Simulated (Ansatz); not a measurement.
**CH3AlOS: geometry and vibrations**

Aim: relax CH3AlOS from a cheap starting geometry, check the end point by its vibrations and derive ideal-gas thermochemistry, and look at its orbitals and charge.

Program: Ansatz 0.2.0, Gaussian basis. Level of theory: RKS PBE0-D4/def2-TZVP. These are calculated values, not measurements.

The runs, in order: relaxation at PBE-D4/def2-SVP; relaxation at PBE0-D4/def2-TZVP; harmonic vibrations at the same level; a single point in def2-TZVPP for the fields.

1 further run of the same task is left out (it didn't finish).

## Step 1: Where the work starts

7 atoms, charge 0, spin multiplicity 1.

Atoms are counted from 1 here; the program's logs count them from 0.

Bond lengths: O1–Al2 1.785 Å, O1–H5 0.969 Å, Al2–C3 1.949 Å, Al2–H6 1.613 Å, C3–S4 1.387 Å, C3–H7 1.146 Å. Angles: Al2–O1–H5 108.4°, O1–Al2–C3 118.0°, O1–Al2–H6 121.2°, C3–Al2–H6 120.8°, Al2–C3–S4 124.7°, Al2–C3–H7 119.3°, S4–C3–H7 116.0°.

Coordinates:

```xyz
7
charge 0, multiplicity 1
O    -1.8720    0.4950   -0.1919
Al   -0.1340    0.6835    0.1691
C     1.0720   -0.7511   -0.3655
S     0.6810   -1.9054   -1.0276
H    -2.2998    0.0788    0.5717
H     0.4248    1.9949    0.9236
H     2.1892   -0.6637   -0.1250
```

The start is a force-field geometry with small random shifts, so a cheaper pass at PBE-D4/def2-SVP comes first.

## Step 2: Geometry optimisation, PBE-D4/def2-SVP (cheap first pass)

The input, in.yaml:

```yaml
crystal:
  periodic: [false, false, false]
  atoms:
    - {symbol: O, position_ang: [-1.872000, 0.495000, -0.191900]}
    - {symbol: Al, position_ang: [-0.134000, 0.683500, 0.169100]}
    - {symbol: C, position_ang: [1.072000, -0.751100, -0.365500]}
    - {symbol: S, position_ang: [0.681000, -1.905400, -1.027600]}
    - {symbol: H, position_ang: [-2.299800, 0.078800, 0.571700]}
    - {symbol: H, position_ang: [0.424800, 1.994900, 0.923600]}
    - {symbol: H, position_ang: [2.189200, -0.663700, -0.125000]}
basis:
  gaussian: {orbitals: def2-SVP}
hamiltonian: {xc: pbe, dispersion: d4}
relax: {f_tol: 0.03, max_steps: 200}
```

The run is started by

```sh
ansatz run in.yaml --threads 2 --pin off --events-out ev --progress --plain --max-ram 4352MiB
```

Log (excerpt; [...] marks lines left out):

```text
Functional definition: PBE
  name "PBE"
  cite "Perdew, Burke & Ernzerhof, Phys. Rev. Lett. 77, 3865 (1996) doi:10.1103/PhysRevLett.77.3865"
  parent pbe
[...]
873 factors; their error is unknown
[...]
mean field -20543.24511136 eV, -754.9503331306 hartree, gradient 5.8e-5 eV, S^2 0.000000; 1 other end points of the search recorded, 0 dependent functions left out
[...]
reference -20543.24514621 eV, -754.9503344114 hartree; 23, 23 occupied and 56, 56 virtual orbitals, 873 factors
relax step   1: F+E_penalty+E_count = -20543.38925123 eV  Δ(F+E_penalty+E_count) = +0.000e0 eV  max|allowed force component| = 1.621e1 eV/Å  Δτ_max = 0.0000 Å  (47 SCF iters, accepted)
[...]
relax step   4: F+E_penalty+E_count = -20545.47981975 eV  Δ(F+E_penalty+E_count) = -3.715e-2 eV  max|allowed force component| = 8.600e-1 eV/Å  Δτ_max = 0.0529 Å  (29 SCF iters, accepted)
[...]
relax step   7: F+E_penalty+E_count = -20545.71370816 eV  Δ(F+E_penalty+E_count) = -4.889e-2 eV  max|allowed force component| = 6.118e-1 eV/Å  Δτ_max = 0.1705 Å  (29 SCF iters, accepted)
[...]
relax step  10: F+E_penalty+E_count = -20545.76376086 eV  Δ(F+E_penalty+E_count) = -2.065e-2 eV  max|allowed force component| = 2.763e-1 eV/Å  Δτ_max = 0.1000 Å  (29 SCF iters, accepted)
[...]
relax step  13: F+E_penalty+E_count = -20545.77774517 eV  Δ(F+E_penalty+E_count) = -4.113e-4 eV  max|allowed force component| = 5.433e-2 eV/Å  Δτ_max = 0.0107 Å  (30 SCF iters, accepted)
[...]
relax step  14: F+E_penalty+E_count = -20545.77779858 eV  Δ(F+E_penalty+E_count) = -5.342e-5 eV  max|allowed force component| = 4.704e-2 eV/Å  Δτ_max = 0.0265 Å  (29 SCF iters, accepted)
[...]
relax step  15: F+E_penalty+E_count = -20545.77817619 eV  Δ(F+E_penalty+E_count) = -3.776e-4 eV  max|allowed force component| = 7.545e-3 eV/Å  Δτ_max = 0.0093 Å  (29 SCF iters, accepted)
873 factors; their error is unknown
[...]
mean field -20545.63051996 eV, -755.0379952798 hartree, gradient 1.9e-5 eV, S^2 0.000000; 2 other end points of the search recorded, 0 dependent functions left out
[...]
reference -20545.63055484 eV, -755.0379965618 hartree; 23, 23 occupied and 56, 56 virtual orbitals, 873 factors
Total energy: -20545.77821108 eV, -755.0434228285 hartree
Atom 0 at    -1.761200     0.541302     0.266966 Å, force    -0.005981    -0.002738    -0.001309 eV/Å
Atom 1 at    -0.070056     0.836045     0.354857 Å, force     0.007545    -0.002031    -0.001540 eV/Å
Atom 2 at     1.060955    -0.664815    -0.307222 Å, force    -0.005709     0.003342     0.000737 eV/Å
Atom 3 at     0.244196    -1.985262    -0.853547 Å, force     0.001958     0.000615     0.000685 eV/Å
Atom 4 at    -2.001818    -0.332009    -0.099261 Å, force    -0.001000     0.000569     0.000566 eV/Å
Atom 5 at     0.414817     2.232900     0.936122 Å, force     0.000845     0.002546     0.001621 eV/Å
Atom 6 at     2.174306    -0.696160    -0.343516 Å, force     0.002342    -0.002304    -0.000760 eV/Å
Dipole moment:     0.258981    -0.061977    -0.031416 e Å
```

It took 23 s on 2 threads of Arm Neoverse V1, shared host.

Relaxation path: (the energy doesn't fall at every step)

| step | energy from step 1 (eV) | largest force component (eV/Å) |
| --- | --- | --- |
| 1 | 0.0000 | 16.2078 |
| 2 | -1.6163 | 5.9753 |
| 3 | -2.0534 | 1.6228 |
| 4 | -2.0906 | 0.8600 |
| 5 | -2.1501 | 0.7199 |
| 6 | -2.2756 | 0.3612 |
| 7 | -2.3245 | 0.6118 |
| 8 | -2.2945 | 2.1092 |
| 9 | -2.3539 | 0.4847 |
| 10 | -2.3745 | 0.2763 |
| 11 | -2.3857 | 0.2022 |
| 12 | -2.3881 | 0.0973 |
| 13 | -2.3885 | 0.0543 |
| 14 | -2.3885 | 0.0470 |
| 15 | -2.3889 | 0.0075 |

Distances of close pairs at the start and the end, largest changes first:

| bond | before (Å) | after (Å) | change (Å) |
| --- | --- | --- | --- |
| C3–S4 | 1.387 | 1.646 | +0.259 |
| O1–Al2 | 1.785 | 1.719 | -0.066 |
| Al2–C3 | 1.949 | 1.993 | +0.044 |
| C3–H7 | 1.146 | 1.114 | -0.032 |
| Al2–H6 | 1.613 | 1.589 | -0.024 |
| O1–H5 | 0.969 | 0.977 | +0.008 |

## Step 3: Optimising with PBE0-D4/def2-TZVP

The input, in.yaml:

```yaml
crystal:
  periodic: [false, false, false]
  atoms:
    - {symbol: O, position_ang: [-1.761200, 0.541302, 0.266966]}
    - {symbol: Al, position_ang: [-0.070056, 0.836045, 0.354857]}
    - {symbol: C, position_ang: [1.060955, -0.664815, -0.307222]}
    - {symbol: S, position_ang: [0.244196, -1.985262, -0.853547]}
    - {symbol: H, position_ang: [-2.001818, -0.332009, -0.099261]}
    - {symbol: H, position_ang: [0.414817, 2.232900, 0.936122]}
    - {symbol: H, position_ang: [2.174306, -0.696160, -0.343516]}
basis:
  gaussian: {orbitals: def2-TZVP}
hamiltonian: {xc: pbe0, dispersion: d4}
relax: {f_tol: 0.005, max_steps: 150}
```

The command is unchanged.

Log:

```text
Functional definition: PBE0
  name "PBE0"
  cite "Adamo & Barone, J. Chem. Phys. 110, 6158 (1999) doi:10.1063/1.478522"
  cite "Perdew, Burke & Ernzerhof, Phys. Rev. Lett. 77, 3865 (1996) doi:10.1103/PhysRevLett.77.3865"
  parent pbe
  parameter a = 0.25
  parameter kappa = 0.804
  parameter beta = 0.06672455060314922
  exchange = (1 - a)*pbe_x(kappa = kappa, mu = beta*pi^2/3) + a*exact_x
  correlation = pbe_c(beta = beta)
1013 factors; their error is unknown
mean field evaluation 1: about -20547.9398 eV, gradient 6.9e1 eV
mean field evaluation 2: about -20521.3706 eV, gradient 1.3e2 eV
mean field evaluation 4: about -20556.6433 eV, gradient 1.2e1 eV
mean field evaluation 8: about -20556.9826 eV, gradient 1.5e-1 eV
mean field evaluation 16: about -20557.0207 eV, gradient 1.4e-4 eV
mean field -20557.02066535 eV, -755.4565754024 hartree, gradient 2.2e-5 eV, S^2 0.000000; 0 other end points of the search recorded, 0 dependent functions left out
the calculation of the forces begins
reference -20557.02069548 eV, -755.4565765097 hartree; 23, 23 occupied and 131, 131 virtual orbitals, 1013 factors
relax step   1: F+E_penalty+E_count = -20557.14572913 eV  Δ(F+E_penalty+E_count) = +0.000e0 eV  max|allowed force component| = 8.124e-1 eV/Å  Δτ_max = 0.0000 Å  (30 SCF iters, accepted)
these checks for a lower state are left out or cut short: starts, cluster_reference, orbital_swaps, neighbouring_geometries, increment
1013 factors; their error is unknown
mean field -20557.05506789 eV, -755.4578396724 hartree, gradient 1.7e-5 eV, S^2 0.000000; 0 other end points of the search recorded, 0 dependent functions left out
the calculation of the forces begins
reference -20557.05509793 eV, -755.4578407765 hartree; 23, 23 occupied and 131, 131 virtual orbitals, 1013 factors
relax step   2: F+E_penalty+E_count = -20557.18042624 eV  Δ(F+E_penalty+E_count) = -3.470e-2 eV  max|allowed force component| = 3.883e-1 eV/Å  Δτ_max = 0.0375 Å  (34 SCF iters, accepted)
these checks for a lower state are left out or cut short: starts, cluster_reference, orbital_swaps, neighbouring_geometries, increment
1013 factors; their error is unknown
mean field evaluation 32: about -20557.0626 eV, gradient 1.8e-5 eV
mean field -20557.06255922 eV, -755.4581149739 hartree, gradient 1.8e-5 eV, S^2 0.000000; 0 other end points of the search recorded, 0 dependent functions left out
the calculation of the forces begins
reference -20557.06258925 eV, -755.4581160773 hartree; 23, 23 occupied and 131, 131 virtual orbitals, 1013 factors
relax step   3: F+E_penalty+E_count = -20557.18820650 eV  Δ(F+E_penalty+E_count) = -7.780e-3 eV  max|allowed force component| = 8.157e-2 eV/Å  Δτ_max = 0.0169 Å  (35 SCF iters, accepted)
these checks for a lower state are left out or cut short: starts, cluster_reference, orbital_swaps, neighbouring_geometries, increment
1013 factors; their error is unknown
mean field -20557.06324673 eV, -755.4581402393 hartree, gradient 1.6e-5 eV, S^2 0.000000; 0 other end points of the search recorded, 0 dependent functions left out
the calculation of the forces begins
reference -20557.06327678 eV, -755.4581413439 hartree; 23, 23 occupied and 131, 131 virtual orbitals, 1013 factors
relax step   4: F+E_penalty+E_count = -20557.18871594 eV  Δ(F+E_penalty+E_count) = -5.094e-4 eV  max|allowed force component| = 8.110e-2 eV/Å  Δτ_max = 0.0156 Å  (34 SCF iters, accepted)
these checks for a lower state are left out or cut short: starts, cluster_reference, orbital_swaps, neighbouring_geometries, increment
1013 factors; their error is unknown
mean field -20557.06438379 eV, -755.4581820255 hartree, gradient 1.6e-5 eV, S^2 0.000000; 0 other end points of the search recorded, 0 dependent functions left out
the calculation of the forces begins
reference -20557.06441392 eV, -755.4581831329 hartree; 23, 23 occupied and 131, 131 virtual orbitals, 1013 factors
relax step   5: F+E_penalty+E_count = -20557.18965462 eV  Δ(F+E_penalty+E_count) = -9.387e-4 eV  max|allowed force component| = 4.328e-2 eV/Å  Δτ_max = 0.0309 Å  (34 SCF iters, accepted)
these checks for a lower state are left out or cut short: starts, cluster_reference, orbital_swaps, neighbouring_geometries, increment
1013 factors; their error is unknown
mean field -20557.06482228 eV, -755.4581981398 hartree, gradient 1.7e-5 eV, S^2 0.000000; 0 other end points of the search recorded, 0 dependent functions left out
the calculation of the forces begins
reference -20557.06485244 eV, -755.4581992480 hartree; 23, 23 occupied and 131, 131 virtual orbitals, 1013 factors
relax step   6: F+E_penalty+E_count = -20557.19003016 eV  Δ(F+E_penalty+E_count) = -3.755e-4 eV  max|allowed force component| = 1.620e-2 eV/Å  Δτ_max = 0.0095 Å  (35 SCF iters, accepted)
these checks for a lower state are left out or cut short: starts, cluster_reference, orbital_swaps, neighbouring_geometries, increment
1013 factors; their error is unknown
mean field -20557.06483551 eV, -755.4581986259 hartree, gradient 1.6e-5 eV, S^2 0.000000; 0 other end points of the search recorded, 0 dependent functions left out
the calculation of the forces begins
reference -20557.06486567 eV, -755.4581997343 hartree; 23, 23 occupied and 131, 131 virtual orbitals, 1013 factors
relax step   7: F+E_penalty+E_count = -20557.19004304 eV  Δ(F+E_penalty+E_count) = -1.289e-5 eV  max|allowed force component| = 2.300e-3 eV/Å  Δτ_max = 0.0016 Å  (35 SCF iters, accepted)
1013 factors; their error is unknown
mean field evaluation 64: about -20523.5909 eV, gradient 1.2e2 eV
mean field -20557.06483551 eV, -755.4581986259 hartree, gradient 4.9e-5 eV, S^2 0.000000; 1 other end points of the search recorded, 0 dependent functions left out
the calculation of the forces begins
reference -20557.06486567 eV, -755.4581997343 hartree; 23, 23 occupied and 131, 131 virtual orbitals, 1013 factors
Total energy: -20557.19007320 eV, -755.4628010263 hartree
Atom 0 at    -1.751473     0.543627     0.267061 Å, force     0.001162    -0.000275    -0.000168 eV/Å
Atom 1 at    -0.085057     0.812871     0.344903 Å, force    -0.001836    -0.000941    -0.000402 eV/Å
Atom 2 at     1.056635    -0.661564    -0.305935 Å, force    -0.001042     0.001219     0.000519 eV/Å
Atom 3 at     0.303304    -1.986696    -0.853895 Å, force    -0.000477     0.001090     0.000578 eV/Å
Atom 4 at    -2.057395    -0.296032    -0.082931 Å, force    -0.000565     0.000054     0.000006 eV/Å
Atom 5 at     0.444486     2.182533     0.914542 Å, force     0.000460    -0.000479    -0.000129 eV/Å
Atom 6 at     2.150701    -0.662739    -0.329346 Å, force     0.002299    -0.000667    -0.000404 eV/Å
Dipole moment:     0.271397     0.013069    -0.000029 e Å
```

It took 27 s on 2 threads of Arm Neoverse V1, shared host.

Relaxation path:

| step | energy from step 1 (eV) | largest force component (eV/Å) |
| --- | --- | --- |
| 1 | 0.0000 | 0.8124 |
| 2 | -0.0347 | 0.3883 |
| 3 | -0.0425 | 0.0816 |
| 4 | -0.0430 | 0.0811 |
| 5 | -0.0439 | 0.0433 |
| 6 | -0.0443 | 0.0162 |
| 7 | -0.0443 | 0.0023 |

Distances of close pairs at the start and the end, largest changes first:

| bond | before (Å) | after (Å) | change (Å) |
| --- | --- | --- | --- |
| O1–Al2 | 1.719 | 1.690 | -0.029 |
| C3–S4 | 1.646 | 1.620 | -0.026 |
| C3–H7 | 1.114 | 1.094 | -0.020 |
| Al2–C3 | 1.993 | 1.975 | -0.017 |
| O1–H5 | 0.977 | 0.960 | -0.017 |
| Al2–H6 | 1.589 | 1.575 | -0.014 |

Mulliken charges at the end point, from the run's report:

| atom | value (e) |
| --- | --- |
| O1 | -0.54 |
| Al2 | 0.51 |
| C3 | -0.22 |
| S4 | -0.15 |
| H5 | 0.32 |
| H6 | -0.08 |
| H7 | 0.16 |

## Step 4: Vibrations by finite differences

The input, in.yaml:

```yaml
crystal:
  periodic: [false, false, false]
  atoms:
    - {symbol: O, position_ang: [-1.751473, 0.543627, 0.267061]}
    - {symbol: Al, position_ang: [-0.085057, 0.812871, 0.344903]}
    - {symbol: C, position_ang: [1.056635, -0.661564, -0.305935]}
    - {symbol: S, position_ang: [0.303304, -1.986696, -0.853895]}
    - {symbol: H, position_ang: [-2.057395, -0.296032, -0.082931]}
    - {symbol: H, position_ang: [0.444486, 2.182533, 0.914542]}
    - {symbol: H, position_ang: [2.150701, -0.662739, -0.329346]}
basis:
  gaussian: {orbitals: def2-TZVP}
hamiltonian: {xc: pbe0, dispersion: d4}
phonons: {temperatures: {t_min: 298.15, t_max: 900, t_step: 200}}
```

The command is unchanged.

Log (excerpt; [...] marks lines left out):

```text
Functional definition: PBE0
  name "PBE0"
  cite "Adamo & Barone, J. Chem. Phys. 110, 6158 (1999) doi:10.1063/1.478522"
  cite "Perdew, Burke & Ernzerhof, Phys. Rev. Lett. 77, 3865 (1996) doi:10.1103/PhysRevLett.77.3865"
  parent pbe
[...]
1013 factors; their error is unknown
[...]
mean field -20557.06483334 eV, -755.4581985462 hartree, gradient 1.9e-5 eV, S^2 0.000000; 0 other end points of the search recorded, 0 dependent functions left out
[...]
reference -20557.06486352 eV, -755.4581996555 hartree; 23, 23 occupied and 131, 131 virtual orbitals, 1013 factors
[...]
1013 factors; their error is unknown
mean field -20557.06470124 eV, -755.4581936916 hartree, gradient 1.7e-6 eV, S^2 0.000000; 0 other end points of the search recorded, 0 dependent functions left out
[...]
reference -20557.06473143 eV, -755.4581948009 hartree; 23, 23 occupied and 131, 131 virtual orbitals, 1013 factors
[...]
Total energy: -20557.19007105 eV, -755.4628009473 hartree
Atom 0 at    -1.751473     0.543627     0.267061 Å, force     0.001178    -0.000329    -0.000193 eV/Å
Atom 1 at    -0.085057     0.812871     0.344903 Å, force    -0.001899    -0.000866    -0.000364 eV/Å
Atom 2 at     1.056635    -0.661564    -0.305935 Å, force    -0.001024     0.001172     0.000493 eV/Å
Atom 3 at     0.303304    -1.986696    -0.853895 Å, force    -0.000512     0.001108     0.000587 eV/Å
Atom 4 at    -2.057395    -0.296032    -0.082931 Å, force    -0.000526     0.000060     0.000008 eV/Å
Atom 5 at     0.444486     2.182533     0.914542 Å, force     0.000475    -0.000477    -0.000130 eV/Å
Atom 6 at     2.150701    -0.662739    -0.329346 Å, force     0.002307    -0.000667    -0.000402 eV/Å
Dipole moment:     0.271395     0.013069    -0.000029 e Å
Vibrations: 73.97 120.22 267.62 417.42 514.99 569.74 634.82 697.68 734.60 875.71 1085.04 1210.50 1968.24 3065.74 3900.03 cm⁻¹, zero-point energy 1.000324 eV
```

Run time: 95 s. Hardware: 2 threads of Arm Neoverse V1, shared host.

Motions are named by where the mode's potential energy lies. The modes, unscaled (a negative number is an imaginary wavenumber):

```
mode  cm⁻¹                          motion
   1    74                         torsion
   2   120                            bend
   3   268                            bend
   4   417                         torsion
   5   515                         torsion
   6   570          Al–C stretch with bend
   7   635          bend with Al–C stretch
   8   698  torsion with out-of-plane bend
   9   735                            bend
  10   876                    Al–O stretch
  11  1085                     C–S stretch
  12  1211                            bend
  13  1968                    Al–H stretch
  14  3066                     C–H stretch
  15  3900                     O–H stretch
```

From these modes and the moments of inertia (298.15 K, 1 bar, symmetry number 1):

| term | value |
| --- | --- |
| zero-point energy | 23.1 kcal/mol |
| H(298) − E | 27.4 kcal/mol |
| entropy, translation | 165.0 J/(mol K) |
| entropy, rotation | 109.5 J/(mol K) |
| entropy, vibration | 50.3 J/(mol K) |
| entropy, total | 324.8 J/(mol K) |

## Step 5: A single point for the fields

in.yaml, as its differences from that of step 4:

```diff
@@ -11,4 +11,4 @@
 basis:
-  gaussian: {orbitals: def2-TZVP}
+  gaussian: {orbitals: def2-TZVPP}
 hamiltonian: {xc: pbe0, dispersion: d4}
-phonons: {temperatures: {t_min: 298.15, t_max: 900, t_step: 200}}
+output: {orbitals: {seedname: orbitals}}
```

The command is unchanged.

Log:

```text
Functional definition: PBE0
  name "PBE0"
  cite "Adamo & Barone, J. Chem. Phys. 110, 6158 (1999) doi:10.1063/1.478522"
  cite "Perdew, Burke & Ernzerhof, Phys. Rev. Lett. 77, 3865 (1996) doi:10.1103/PhysRevLett.77.3865"
  parent pbe
  parameter a = 0.25
  parameter kappa = 0.804
  parameter beta = 0.06672455060314922
  exchange = (1 - a)*pbe_x(kappa = kappa, mu = beta*pi^2/3) + a*exact_x
  correlation = pbe_c(beta = beta)
1123 factors; their error is unknown
mean field evaluation 1: about -20547.7639 eV, gradient 7.0e1 eV
mean field evaluation 2: about -20523.5978 eV, gradient 1.2e2 eV
mean field evaluation 4: about -20556.8867 eV, gradient 9.8e0 eV
mean field evaluation 8: about -20557.1034 eV, gradient 1.6e-1 eV
mean field evaluation 16: about -20557.1275 eV, gradient 6.3e-5 eV
mean field -20557.12748987 eV, -755.4605011314 hartree, gradient 6.3e-5 eV, S^2 0.000000; 0 other end points of the search recorded, 0 dependent functions left out
reference -20557.12752013 eV, -755.4605022434 hartree; 23, 23 occupied and 165, 165 virtual orbitals, 1123 factors
Total energy: -20557.25272766 eV, -755.4651035351 hartree
```

Run time: 2.9 s. Hardware: 2 threads of Arm Neoverse V1, shared host.

The fields below are evaluated on a grid from the run's orbitals.

Frontier orbitals at PBE0-D4/def2-TZVPP, with the share of their density that lies nearest to each atom:

| orbital | energy (eV) | lies on |
| --- | --- | --- |
| HOMO | -6.43 | S4 72 %; C3 11 %; H7 7 % |
| LUMO | -3.09 | S4 43 %; C3 35 %; Al2 12 % |

ELF in a plane through or near 7 of the atoms.

Ten even steps from '0' (0.00) to '9' (1.00):
```
0000000000000000000000000000
0000000000000000000000000000
0000000000000015676410000000
0000000000000379999982000000
0000000000000599999997100000
0000012310000489999999400000
0000178974101269999997200000
0000499998667202226630000000
0000289999689247640000000000
0000026883649426614442100000
0000001466466411577787520000
0002356666763103672188630000
0026899445166202688786520000
0036899734399611699742100000
0025789877999720377420000000
0001245556788610000000000000
0000011112344200000000000000
0000000000000000000000000000
0000000000000000000000000000
0000000000000000000000000000
```
The map spans 9.4 Å across and 9.4 Å up, centred on the molecule. Atoms in the plane (x, y in Å): O1 (1.7, -0.7), Al2 (0.7, 0.6), C3 (-1.3, 0.1), S4 (-1.6, -1.4), H5 (1.4, -1.6), H6 (1.2, 2.1), H7 (-2.1, 0.8).

On the surface of density 0.002 e/bohr³ the electrostatic potential runs, from the 1st to the 99th percentile, from -1.44 V near O1 to 3.15 V near Al2.

## Step 6: What came out

```
                  quantity            value
               point group               Cs
                     steps           15 + 7
shift from the start (rms)          0.409 Å
              total energy   -20557.1901 eV
           dispersion term         -125 meV
             dipole moment           1.31 D
lowest, highest wavenumber    74, 3900 cm⁻¹
         zero-point energy    23.1 kcal/mol
       entropy at 298.15 K  324.8 J/(mol K)
                HOMO, LUMO  -6.43, -3.09 eV
```

**Reading.** The atoms moved 0.41 Å (rms) from the start; the bond that changed most is C3–S4, from 1.387 to 1.620 Å. All wavenumbers are real, so the end point is a minimum. The stiffest mode, 3900 cm⁻¹, is an O–H stretch, and 2 modes under 200 cm⁻¹ make the vibrational entropy uncertain. Harmonic hybrid wavenumbers usually lie a few per cent above measured fundamentals. The largest Mulliken charge, -0.54 e, sits on O1. The HOMO lies mostly on S4 72 %; C3 11 % and the LUMO on S4 43 %; C3 35 %.
